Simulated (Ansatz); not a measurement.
# Cu3Pt: the cost of one run

Computed with Ansatz 0.2.0 (DFT r2SCAN, scalar-relativistic, plane waves, PAW, unless a step's input says otherwise).

1 further run of the same task is left out (set aside as unsound or not needed).

## (1) Starting point

It takes space group Pm-3m (No. 221, cubic). The conventional cell has a = 3.684 Å, b = 3.684 Å, c = 3.684 Å, α = 90.00°, β = 90.00°, γ = 90.00°. Around Cu (site symmetry 4/mmm) lie 8 Cu at 2.60 Å and 4 Pt at 2.60 Å. Pt (site symmetry m-3m) has 12 Cu at 2.60 Å in its first shell of neighbours.

As a file:

```cif
data_structure
_symmetry_space_group_name_H-M 'P 1'
_symmetry_Int_Tables_number 1
_cell_length_a 3.6836
_cell_length_b 3.6836
_cell_length_c 3.6836
_cell_angle_alpha 90.000
_cell_angle_beta 90.000
_cell_angle_gamma 90.000
_cell_volume 49.98
loop_
_atom_site_label
_atom_site_type_symbol
_atom_site_fract_x
_atom_site_fract_y
_atom_site_fract_z
_atom_site_occupancy
Cu1 Cu 0.00000 0.50000 0.50000 1
Cu2 Cu 0.50000 0.00000 0.50000 1
Cu3 Cu 0.50000 0.50000 0.00000 1
Pt1 Pt 0.00000 0.00000 0.00000 1
```

This cell was relaxed beforehand with the same method: volume 12.50 Å³/atom, gap on the mesh none (metal).

## (2) Electronic structure at the relaxed geometry

input.yaml reads:

```yaml
crystal:
  lattice:
    - [3.6836389799, 0.0, 0.0]
    - [0.0, 3.6836389799, 0.0]
    - [0.0, 0.0, 3.6836389799]
  atoms:
    - { symbol: Cu, position: [0.0, 0.5, 0.5] }
    - { symbol: Cu, position: [0.5, 0.0, 0.5] }
    - { symbol: Cu, position: [0.5, 0.5, 0.0] }
    - { symbol: Pt, position: [0.0, 0.0, 0.0] }
basis:
  ecutwfc: 500
kpoints:
  mp_grid: { grid: [12, 12, 12] }
  band_path:
    path:
      - [[0.0, 0.0, 0.0], [0.0, 0.5, 0.0], [0.5, 0.5, 0.0], [0.0, 0.0, 0.0], [0.5, 0.5, 0.5], [0.0, 0.5, 0.0]]
      - [[0.5, 0.5, 0.5], [0.5, 0.5, 0.0]]
    npoints: 14
hamiltonian:
  xc: r2scan
scf:
  occupations: { method: gaussian, width: 0.1 }
  n_extra_bands: 10
output:
  forces: true
  stress: true
  eigenvalues: true
  populations: true
  dos: { projected: true, de: 0.02, nscf_kmesh: { grid: [18, 18, 18] } }
  bader: true
  write_density: true
  write_potential: true
  elf: true
  volumetric_format: npy
```

Launch:

```bash
ansatz run input.yaml --threads 1 --pin off --max-ram 2560MiB --backend cpu --events-out ev --progress --plain --runs-dir out
```

**Question.** How long does this run take on 1 thread of Arm Neoverse V1, shared host, and how much memory does it need?

About 1.7 min, with a peak of 0.66 GiB.
